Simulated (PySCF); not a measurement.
# CH6BClSi: the cost of one run

Programs: PySCF 2.14.0, with density-fitted response routines of our own. Each step states its level of theory. These are calculated values for one molecule in the gas phase, unless marked as measured. Atoms count from 0, in the outputs and in this text.

### 1 The molecule as given

10 atoms, charge 0, multiplicity 1; geometry from: GFN2-xTB. The atoms were then displaced at random by about 0.01 Å, so the start is not that level's minimum.

Bonds of the start (Å): B0–C1 1.54, C1–Si2 1.90, Si2–Cl3 2.06, B0–H4 1.19, B0–H5 1.15, C1–H6 1.10, C1–H7 1.10, Si2–H8 1.43, Si2–H9 1.48.

### 2 Relaxing the molecule at PBE0-D3(BJ)/def2-SVP

The job: settings as JSON, then the geometry in Å.

```
{"job": {"xc": "PBE0", "basis": "def2-SVP", "d3": "d3bj", "grid": 1, "shake": 0.01, "kind": "geom"}, "charge": 0, "multiplicity": 1}
B     -1.525640    -0.444650     0.133010
C     -0.406890     0.605750     0.296110
Si     1.203660    -0.200500    -0.309550
Cl     2.739990     1.160060    -0.089720
H     -2.143840    -0.486370    -0.887240
H     -1.798310    -1.166180     0.987620
H     -0.230050     0.911900     1.333480
H     -0.523100     1.520720    -0.299760
H      1.158820    -0.552060    -1.697210
H      1.575800    -1.369580     0.512200
```

Command:

```console
$ OMP_NUM_THREADS=1 python probes_run.py task.json out
```

The driver reads the jobs from task.json and runs them one after another.

Q: Estimate the wall time and peak memory of this first job on 1 thread of Arm Neoverse V2, shared host.

About 17 s, with a peak of 0.39 GiB.
